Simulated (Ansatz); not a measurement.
# AlBFGaH7NSi: from a rough start to a minimum

Aim: relax AlBFGaH7NSi from a cheap starting geometry, then compute its harmonic vibrations to see whether it is a minimum and to get the zero-point energy and entropy.

Computed with Ansatz 0.2.0, Gaussian basis. Level: RKS PBE0-D4/def2-TZVP.

Plan: relaxation at PBE0-D4/def2-TZVP; harmonic vibrations at the same level.

1 further run of the same task is left out (set aside as unsound or not needed).

## (1) Starting geometry

SMILES `B[N]([SiH3])[Al]([F])[GaH2]`, 13 atoms, charge 0, spin multiplicity 1.

Atoms are counted from 1 here; the program's logs count them from 0.

Bond lengths: B1–N2 1.415 Å, B1–H7 1.173 Å, B1–H8 1.177 Å, N2–Si3 1.750 Å, N2–Al4 1.852 Å, Si3–H9 1.509 Å, Si3–H10 1.464 Å, Si3–H11 1.465 Å, Al4–F5 1.657 Å, Al4–Ga6 2.472 Å, Ga6–H12 1.629 Å, Ga6–H13 1.629 Å. Angles: N2–B1–H7 120.6°, N2–B1–H8 118.1°, H7–B1–H8 121.4°, B1–N2–Si3 123.6°, B1–N2–Al4 116.2°, Si3–N2–Al4 120.2°, N2–Si3–H9 105.6°, N2–Si3–H10 109.4°, N2–Si3–H11 109.4°, H9–Si3–H10 110.0°, H9–Si3–H11 109.9°, H10–Si3–H11 112.4°, N2–Al4–F5 126.2°, N2–Al4–Ga6 112.5°, F5–Al4–Ga6 121.2°, Al4–Ga6–H12 127.4°, Al4–Ga6–H13 127.5°, H12–Ga6–H13 105.1°.

The start is a GFN2-xTB geometry.

## (2) Optimising with PBE0-D4/def2-TZVP

in.yaml reads:

```yaml
crystal:
  periodic: [false, false, false]
  atoms:
    - {symbol: B, position_ang: [0.100610, -2.163390, -0.912720]}
    - {symbol: N, position_ang: [0.126100, -0.887880, -0.300120]}
    - {symbol: Si, position_ang: [1.337160, -0.396020, 0.862750]}
    - {symbol: Al, position_ang: [-1.218460, 0.284500, -0.796680]}
    - {symbol: F, position_ang: [-2.445600, -0.028650, -1.864580]}
    - {symbol: Ga, position_ang: [-1.022450, 2.479540, 0.323100]}
    - {symbol: H, position_ang: [0.916380, -2.965410, -0.654080]}
    - {symbol: H, position_ang: [-0.759770, -2.390430, -1.683620]}
    - {symbol: H, position_ang: [0.991450, 1.026350, 1.230200]}
    - {symbol: H, position_ang: [2.659680, -0.443220, 0.235810]}
    - {symbol: H, position_ang: [1.249210, -1.252670, 2.047570]}
    - {symbol: H, position_ang: [-0.209740, 3.789290, -0.204150]}
    - {symbol: H, position_ang: [-1.724570, 2.947990, 1.716530]}
basis:
  gaussian: {orbitals: def2-TZVP}
hamiltonian: {xc: pbe0, dispersion: d4}
relax: {f_tol: 0.005, max_steps: 150}
```

The run is started by

```bash
ansatz run in.yaml --threads 2 --pin off --events-out ev --progress --plain --max-ram 32768MiB --backend cuda --devices 0, --max-vram 18GiB
```

After this run come: Force constants and modes.

Before running them: what should the planned runs give, taken together? Wanted: point group; shift from the start; total energy; dispersion term; dipole moment; lowest, highest wavenumber; zero-point energy.

The runs gave:

| quantity | value |
| --- | --- |
| point group | Cs |
| steps | 10 |
| shift from the start (rms) | 0.262 Å |
| total energy | -71837.5896 eV |
| dispersion term | -316 meV |
| dipole moment | 1.53 D |
| lowest, highest wavenumber | 47, 2627 cm⁻¹ |
| zero-point energy | 182.6 kJ/mol |
| entropy at 298.15 K | 428.7 J/(mol K) |

In words: The relaxed geometry lies 0.26 Å (rms) from the start; the bond that changed most is Ga6–H13, from 1.629 to 1.572 Å. No mode is imaginary: a true minimum at this level. The stiffest mode, 2627 cm⁻¹, is a B–H stretch, and 6 modes under 200 cm⁻¹ make the vibrational entropy uncertain. Harmonic hybrid wavenumbers usually lie a few per cent above measured fundamentals. The largest Mulliken charge, +0.54 e, sits on Al4.
